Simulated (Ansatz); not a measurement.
**Li (Lithium): relaxation and properties**

An exercise on one series of results from a longer session: the logs are not shown, and one member is left open.

Computed with Ansatz 0.2.0 (DFT r2SCAN, scalar-relativistic, plane waves, PAW, unless a step's input says otherwise).

### Starting point

It takes space group Im-3m (No. 229, cubic). The conventional cell has a = 3.509 Å, b = 3.509 Å, c = 3.509 Å, α = 90.00°, β = 90.00°, γ = 90.00°. Around Li (site symmetry m-3m) lie 8 Li at 3.04 Å.

Coordinates:

```
CELL_PARAMETERS angstrom
-1.75465 1.75465 1.75465
1.75465 -1.75465 1.75465
1.75465 1.75465 -1.75465
ATOMIC_POSITIONS crystal
Li 0.00000 0.00000 0.00000
```

Source of the structure: the Crystallography Open Database.

The first run:

(A quick probe on a coarse mesh, which set the mesh and smearing, is not shown.)

Input file input.yaml:

```yaml
crystal:
  lattice:
    - [-1.75465, 1.75465, 1.75465]
    - [1.75465, -1.75465, 1.75465]
    - [1.75465, 1.75465, -1.75465]
  atoms:
    - { symbol: Li, position: [0.0, 0.0, 0.0] }
basis:
  ecutwfc: 500
kpoints:
  mp_grid: { grid: [16, 16, 16] }
hamiltonian:
  xc: r2scan
scf:
  occupations: { method: gaussian, width: 0.1 }
output:
  forces: true
  stress: true
  eigenvalues: true
  write_density: true
  write_potential: true
  elf: true
  volumetric_format: npy
relax:
  adjacent_minimum: "off"
  f_tol: 0.005
  max_steps: 80
  cell: { stress_tol: 0.05 }
```

Launch:

```console
ansatz run input.yaml --threads 1 --pin off --max-ram 2560MiB --backend cpu --events-out ev --progress --plain --runs-dir out
```

Among the steps run: Full relaxation; Electronic structure at the relaxed geometry; The cell scaled to 0.97 of its volume; The cell scaled to 1.03 of its volume; Volume × 0.94; Volume × 1.06.

One of the session's tables, all rows but one given; the rest of the session is left out.

It belongs to the step «Equation of state». 

```
volume (Å³/atom)  energy above the lowest point (meV/atom)  pressure (GPa)
          19.749                                       3.4            0.91
          20.379                                       0.8            0.43
          21.009                                       0.0            0.01
          21.640                                         ?               ?
          22.270                                       2.8           -0.68
```

**Question.** Estimate the row for volume (Å³/atom) = 21.640.

Worked estimate for «energy above the lowest point (meV/atom)». A straight line through the neighbours (21.009, 0.0) and (22.270, 2.8) gives 0.0 + (2.8 − 0.0) × (21.640 − 21.009) / (22.270 − 21.009) = 1.4; a parabola fitted to 3 rows on both sides gives 0.7.

As computed: energy above the lowest point (meV/atom): 0.7; pressure (GPa): -0.36. In «energy above the lowest point (meV/atom)» the line misses by +0.7 and the parabola by 0.0.

Caveats from the session: The start is a reported cell, which holds thermal expansion that this zero-temperature run lacks.
